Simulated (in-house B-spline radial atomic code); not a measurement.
# Cu²³⁺: excited configurations in jj coupling

Wanted: excitation energies of Cu²³⁺ as differences of total energies (ΔSCF).

Program: in-house B-spline radial atomic code version 1. Level of theory: Dirac-Hartree-Fock, average of configuration, Fermi nucleus, basis-set limit. These are calculated values, not measurements, unless marked.

## 1. What is computed

```
element       : copper (Z = 29)
charge        : +23
electrons     : 6
configuration : 1s2 2s2 2p-2
Hamiltonian   : Dirac-Coulomb
nucleus       : Fermi, rms radius 3.882 fm
```

In configurations, a minus sign after the shell means j = l − 1/2 and a plus sign j = l + 1/2; the count of electrons follows.

Settings of the run:

```ini
Z = 29
electrons = 6.0
configuration = 1s2 2s2 2p-2
hamiltonian = dirac
method = hf
spin_polarised = False
nucleus = fermi
rms_radius = 3.8823
mass_number = 63
atomic_mass = 62.929597119
speed_of_light = 137.035999084
```

The reference is known from an earlier run: -1183.362668 hartree in all. Up to eight levels, counted from the top:

| orbital | occupation | energy (eV) | <r> (bohr) |
| --- | --- | --- | --- |
| 1s1/2 | 2 | -10432.0 | 0.05182 |
| 2s1/2 | 2 | -2256.84 | 0.2199 |
| 2p1/2 | 2 | -2180.82 | 0.1874 |

## 2. Run with 1s2 2s2 2p+1 6g+1

Settings of the run:

```ini
Z = 29
electrons = 6.0
configuration = 1s2 2s2 2p+1 6g+1
hamiltonian = dirac
method = hf
spin_polarised = False
nucleus = fermi
rms_radius = 3.8823
mass_number = 63
atomic_mass = 62.929597119
speed_of_light = 137.035999084
```

## 3. Run with 1s2 2s1 2p+2 6f-1

Settings: those of step 2 with these lines changed.

```diff
@@ -2,3 +2,3 @@
 electrons = 6.0
-configuration = 1s2 2s2 2p+1 6g+1
+configuration = 1s2 2s1 2p+2 6f-1
 hamiltonian = dirac
```

## 4. 1s2 2s1 2p+2 6g+1

Settings: those of step 3 with these lines changed.

```diff
@@ -2,3 +2,3 @@
 electrons = 6.0
-configuration = 1s2 2s1 2p+2 6f-1
+configuration = 1s2 2s1 2p+2 6g+1
 hamiltonian = dirac
```

## 5. 1s2 2s1 2p-2 5d-1

Settings: those of step 4 with these lines changed.

```diff
@@ -2,3 +2,3 @@
 electrons = 6.0
-configuration = 1s2 2s1 2p+2 6g+1
+configuration = 1s2 2s1 2p-2 5d-1
 hamiltonian = dirac
```

## 6. Configuration 1s2 2s1 2p-2 5f+1

Settings: those of step 5 with these lines changed.

```diff
@@ -2,3 +2,3 @@
 electrons = 6.0
-configuration = 1s2 2s1 2p-2 5d-1
+configuration = 1s2 2s1 2p-2 5f+1
 hamiltonian = dirac
```

## 7. Configuration 1s2 2s2 2p-1 2p+1

Settings: those of step 6 with these lines changed.

```diff
@@ -2,3 +2,3 @@
 electrons = 6.0
-configuration = 1s2 2s1 2p-2 5f+1
+configuration = 1s2 2s2 2p-1 2p+1
 hamiltonian = dirac
```

How far above the reference does each configuration lie (order and size, in eV)?

The runs gave:

| net move | configuration | energy above the reference (eV) | with Breit, QED, recoil (eV) | largest <r> (bohr) |
| --- | --- | --- | --- | --- |
| 2p1/2 → 2p3/2 | 1s2 2s2 2p-1 2p+1 | 17.751 | 16.841 | 0.220 |
| 2s → 5d3/2 | 1s2 2s1 2p-2 5d-1 | 1938.08 | 1936.61 | 1.42 |
| 2s → 5f7/2 | 1s2 2s1 2p-2 5f+1 | 1941.91 | 1940.42 | 1.31 |
| 2×2p1/2 → 2p3/2, 6g9/2 | 1s2 2s2 2p+1 6g+1 | 1986.71 | 1984.39 | 1.83 |
| 2×2p1/2, 2s → 2×2p3/2, 6f5/2 | 1s2 2s1 2p+2 6f-1 | 2082.94 | 2079.90 | 1.99 |
| 2×2p1/2, 2s → 2×2p3/2, 6g9/2 | 1s2 2s1 2p+2 6g+1 | 2083.33 | 2080.29 | 1.83 |

The lowest of them is 2p1/2 → 2p3/2 at 17.751 eV and the highest 2×2p1/2, 2s → 2×2p3/2, 6g9/2 at 2083.33 eV. These are averages over configurations, without correlation, not spectroscopic levels.
